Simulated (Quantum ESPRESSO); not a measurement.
## Hf: work function with PBE

Hf, a slab with vacuum:

```
Hf
1.0
     3.19670    0.00000    0.00000
    -1.59835    2.76842    0.00000
     0.00000    0.00000   27.64450
Hf
6
Direct
  0.66667 0.33333 0.27130
  0.33333 0.66667 0.36278
  0.66667 0.33333 0.45426
  0.33333 0.66667 0.54574
  0.66667 0.33333 0.63722
  0.33333 0.66667 0.72870
```

* Program: Quantum ESPRESSO 7.5
* Task: work function
* Functional: PBE
* Potentials or basis: PseudoDojo 0.4.1 SR PBE standard
* Cutoff: 789 eV
* Density cutoff: 3157 eV
* k mesh: 10 × 10 × 1
* Occupations: fermi-dirac, width 0.05 eV
* Spin: no spin polarisation
* Boundary across the vacuum: none
* Mixing mode: local-TF
* Mixing beta: 0.3
* Most SCF iterations: 150
* SCF threshold: 6e-09 Ry

| Item | Value |
| --- | --- |
| Largest force | 0.760 eV/Å |
| Band gap on the k mesh | none (metal or under the smearing width) |
| Work function of the upper face | 4.37 eV |
| Work function of the lower face | 4.37 eV |

Forces on the atoms (eV/Å):
```
Hf   0.000  0.000  0.595
Hf   0.000  0.000 -0.760
Hf   0.000  0.000  0.168
Hf   0.000  0.000 -0.168
Hf   0.000  0.000  0.760
Hf   0.000  0.000 -0.595
```

Levels at points of the mesh, in eV from the Fermi level:
```
            k point  band 34  band 35  band 36  band 37  band 38  band 39
 (0.00, 0.00, 0.00)     0.35     0.59     0.93     1.08     1.08     1.09
(0.00, -0.50, 0.00)    -1.03    -1.02     0.23     0.38     1.02     1.14
```

It took 7.9 min on 1 thread of Arm Neoverse V2, with other jobs on the host, peak memory 0.32 GiB.

The run has no spin-orbit coupling, so splittings on Hf are missing.
